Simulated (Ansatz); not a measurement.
**NbCH₂ (doublet): relaxing a cheap start**

Aim: relax a generated start of NbCH₂ (doublet) and see which bonds hold.

Program: Ansatz 0.2.0, Gaussian basis. Level of theory: UKS PBE0/def2-TZVP. These are calculated values, not measurements.

**1. Where the work starts**

4 atoms, charge 0, spin multiplicity 2.

Atoms are counted from 1 here; the program's logs count them from 0.

Bond lengths: Nb1–C2 1.980 Å, C2–H3 1.099 Å, C2–H4 1.099 Å. Angles: Nb1–C2–H3 124.3°, Nb1–C2–H4 124.3°, H3–C2–H4 111.3°.

Geometry (Å):

```
Nb   -0.27135   -0.00006   -0.00063
C     1.70822    0.00034    0.00396
H     2.32786    0.90789    0.00277
H     2.32821   -0.90695    0.00801
```

The start was built by rule and, where that kept it together, relaxed with GFN2-xTB. Sticks and bond lists go by distance. No spin-orbit coupling is included. Elements past krypton take def2 core potentials.

**2. The run**

File in.yaml:

```yaml
crystal:
  periodic: [false, false, false]
  atoms:
    - {symbol: Nb, position_ang: [-0.271347, -0.000055, -0.000628]}
    - {symbol: C, position_ang: [1.708217, 0.000345, 0.003955]}
    - {symbol: H, position_ang: [2.327855, 0.907894, 0.002771]}
    - {symbol: H, position_ang: [2.328209, -0.906955, 0.008010]}
basis:
  gaussian: {orbitals: def2-TZVP}
magnetization: {spin_polarized: true, initial_magnetization: 1}
hamiltonian: {xc: pbe0}
relax: {f_tol: 0.004, max_steps: 80}
```

On the command line:

```
$ ansatz run in.yaml --threads 1 --pin off --events-out ev --progress --plain --max-ram 2176MiB
```

What does the calculation give? Wanted: energy gained; shift from the start; total energy; dipole moment; ⟨S²⟩.

As calculated:

```
                  quantity          value
                     steps              6
             energy gained       0.113 eV
shift from the start (rms)        0.058 Å
              total energy  -2614.1045 eV
             dipole moment         1.76 D
                      ⟨S²⟩          1.560
```

What this shows: The bonds of the start are those of the end. Nb1–C2 went from 1.980 to 1.884 Å. The determinant is spin-contaminated (excess 0.81). No vibrations were run, so this is a stationary point, not a proven minimum, and this spin need not be the ground state's.
